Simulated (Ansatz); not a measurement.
Crystal: HfIn4SiO6.

```xyz
12
Lattice="2.7159 -4.7036 0.0083 2.7159 4.7036 0.0083 -1.8792 0.0000 7.4013" Properties=species:S:1:pos:R:3 pbc="T T T"
Hf    2.7159   -2.7125    0.0083
In    1.7763   -1.1453    3.7090
In    2.7159    0.4231    0.0083
In    1.7763    2.0313    3.7090
In    1.7763   -4.3098    3.7090
Si    2.7159    3.5589    0.0083
O    -1.1497    0.2444    6.4159
O     4.7022    0.2444    1.0021
O     1.9910   -1.2091    6.4253
O     1.5616   -1.2091    0.9927
O     1.8741    2.2355    0.9933
O     1.6785    2.2355    6.4246
```

The cell was built by a generator and needn't be a form met in nature.

Base run:

```yaml
Program: Ansatz 0.2.0
Functional: PBE
Potentials_or_basis: Ansatz PAW
Cutoff: "420 eV (not typed: the program's choice for these potentials)"
k_mesh: 6 × 6 × 4
Occupations: fermi-dirac, width 0.05 eV
Spin: no spin polarisation
```

Its results: band gap on the k mesh none (metal or under the smearing width); pressure 0.0 GPa; largest force 0.013 eV/Å.

The run is repeated on the same cell with these changes: hubbard terms from none to Hf d U = 2 eV; hubbard projectors from none to ortho-atomic (the default). What comes out?

Band gap on the k mesh none (metal or under the smearing width); pressure 0.5 GPa; largest force 0.096 eV/Å.

Caveats: U without spin polarisation on a metal has little footing (some runs).
